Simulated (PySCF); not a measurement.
# PbO under other conditions

How does PbO answer to another spin, charge, distance or environment?

Program: PySCF 2.14.0. Level of theory: each script names its method and basis. These are calculated values, not measurements.

7 further runs of the same task are left out: 7 that didn't finish.

**1. The system as given**

PbO: 2 atoms, charge 0, spin multiplicity 1.

Bond lengths: Pb1–O2 2.294 Å.

**2. The run that the others are compared with**

The input, input.py:

```python
from pyscf import gto, scf, mp

mol = gto.M(
    atom='Pb 0 0 0; O 0 0 2.294',
    basis='x2c-svpall',
    charge=0,
    spin=0,
    verbose=4,
)
mf = scf.UHF(mol)
mf = mf.sfx2c1e()
mf.kernel()
mp.MP2(mf, frozen=35).kernel()
mf.dip_moment()
print('orbital energies (hartree):', [e[max(0, n-3):n+3].round(4) for e, n in zip(mf.mo_energy, mol.nelec)])
```

On the command line:

```sh
$ python input.py
```

Its log is not repeated here.

It gives: E(SCF) = -20957.658334 Eh, E(MP2) − E(SCF) = -0.56990 Eh, μ = 7.14 D (of the SCF density).

The bond length is a typed value, not an optimised one.

**3. Triplet**

Variant 1 changes spin (2S): 0 → 2.

The input, input.py:

```python
from pyscf import gto, scf, mp

mol = gto.M(
    atom='Pb 0 0 0; O 0 0 2.294',
    basis='x2c-svpall',
    charge=0,
    spin=2,
    verbose=4,
)
mf = scf.UHF(mol)
mf = mf.sfx2c1e()
mf.kernel()
mp.MP2(mf, frozen=35).kernel()
mf.dip_moment()
print('orbital energies (hartree):', [e[max(0, n-3):n+3].round(4) for e, n in zip(mf.mo_energy, mol.nelec)])
```

On the command line:

```sh
$ python input.py
```

**4. Bond 2.225 Å**

Variant 2 changes bond length: 2.294 Å → 2.225 Å.

input.py, as its differences from that of step 2:

```diff
@@ -3,3 +3,3 @@
 mol = gto.M(
-    atom='Pb 0 0 0; O 0 0 2.294',
+    atom='Pb 0 0 0; O 0 0 2.225',
     basis='x2c-svpall',
```

**5. Bond 2.455 Å**

Variant 3 changes bond length: 2.294 Å → 2.455 Å.

input.py, as its differences from that of step 2:

```diff
@@ -3,3 +3,3 @@
 mol = gto.M(
-    atom='Pb 0 0 0; O 0 0 2.294',
+    atom='Pb 0 0 0; O 0 0 2.455',
     basis='x2c-svpall',
```

Before running it: what results should come out? Wanted: for each run, E(SCF); from base; gap, α spin; SCF dipole; after the SCF.

**Answer**, as computed:

```tsv
run	E(SCF) (hartree)	from base (eV)	cycles	gap, α spin (eV)	SCF dipole (D)	after the SCF
base	-20957.658334	0	18	8.08	7.14	MP2 correlation -15.508 eV, core frozen
triplet	-20957.694888	-0.9947	15	6.83	5.77	MP2 correlation -12.071 eV, core frozen
bond 2.225 Å	-20957.675154	-0.4577	19	8.66	7.03	MP2 correlation -15.611 eV, core frozen
bond 2.455 Å	-20957.623910	+0.9367	20	6.87	6.58	MP2 correlation -14.331 eV, core frozen
```

Of the runs whose energies can be compared, “triplet” moves the SCF energy most (-0.995 eV). The triplet solution found lies 0.99 eV below the base singlet at this geometry and level, so the base is not the lowest spin state.
